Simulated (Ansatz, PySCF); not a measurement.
## TlF in two programs

TlF (singlet), relaxed with PySCF 2.14.0, RKS B3LYP, Tl def2-SVP with ECP60, F def2-SVP; non-relativistic Hamiltonian with scalar-relativistic core potentials where named; density fitting; no spin-orbit coupling:

```xyz
2

Tl    0.0000    0.0000   -0.1382
F     0.0000    0.0000    1.9663
```

There the HOMO–LUMO gap is 5.70 eV. 

The same geometry by Ansatz 0.2.0 (PBE, PAW, a periodic box with 9 Å of vacuum):

```csv
spin-orbit coupling,gap (eV),largest force component (eV/Å)
without,4.49,0.33
```

Q: What does the run with spin-orbit coupling give?

A: gap (eV): 4.08, largest force component (eV/Å): 0.22. It took 9.5 s on 2 threads of Arm Neoverse N1, with other jobs on the host, peak memory 1.1 GiB.

The spin-orbit runs use fully relativistic datasets of their own, so changes of a few hundredths of an eV needn't come from the coupling.

The two programs differ in functional, so their gaps don't test each other.
